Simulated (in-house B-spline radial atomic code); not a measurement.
# Tm⁶⁴⁺: ionisation energy by several methods

Wanted: one ionisation energy, Tm⁶⁴⁺ to configuration [He] 2s2, up the ladder of functionals.

The numbers are computed with in-house B-spline radial atomic code version 1 (non-relativistic, several functionals, spin-polarised, exact exchange averaged over the configuration; spherical all-electron atom at the radial basis limit), except any that are marked as measured or tabulated.

**1. The system**

| Property | Result |
| --- | --- |
| element | thulium (Z = 69) |
| charge | +64 |
| electrons | 5 |
| configuration | [He] 2s2 2p1 |
| nucleus | point |

The outer shells:

[He] 2s2 2p1
```
[He] core
2s [↑↓]
2p [↑ ][  ][  ]
```

Where spins are not typed, each open shell is filled with up spins first.

**2. TPSSh, a global hybrid**

The run's settings:

```ini
Z = 69
electrons = 5.0
configuration = [He] 2s2 2p1
hamiltonian = nr
method = tpssh
spin_polarised = True
exact_exchange = averaged over the configuration
```

Started as:

```
python run_scf.py task.json out
```

task.json lists these runs, among others, and the program works through them in turn.

**3. CAM-B3LYP, a range-separated hybrid**

Changes to the settings of step 2:

```diff
@@ -4,3 +4,3 @@
 hamiltonian = nr
-method = tpssh
+method = camb3lyp
 spin_polarised = True
```

**4. PBE0, a global hybrid**

Changes to the settings of step 3:

```diff
@@ -4,3 +4,3 @@
 hamiltonian = nr
-method = camb3lyp
+method = pbe0
 spin_polarised = True
```

The tabulated ionisation energy is 16036 ± 24 eV (tabulated theoretical; NIST Atomic Spectra Database). What does each method give, and which comes nearest?

The runs gave:

| method | rung | total energy (hartree) | ΔSCF (eV) | −ε highest (eV) | ΔSCF less tabulated (eV) |
| --- | --- | --- | --- | --- | --- |
| TPSSh | global hybrid | -6387.2082 | 14779.6 | 14652.3 (2p up) | -1256.4 |
| PBE0 | global hybrid | -6386.6350 | 14782.2 | 14674.3 (2p up) | -1253.8 |
| CAM-B3LYP | range-separated hybrid | -6387.0160 | 14783.5 | 14669.5 (2p up) | -1252.5 |

**Reading.** Against the tabulated ionisation energy, 16036 ± 24 eV (tabulated theoretical; NIST Atomic Spectra Database), the best here is CAM-B3LYP (-1252.5 eV) and the worst TPSSh (-1256.4 eV, or 7.8 %). All methods miss on the same side by much the same amount, which points to something that they share. These runs lack relativity altogether, which can outweigh the gaps between the methods, so the nearest may be so by luck. These runs leave out relativity, which matters at this nuclear charge. Open shells are averaged (over orientations, and over spins where the run is restricted), while tables refer to the lowest levels.
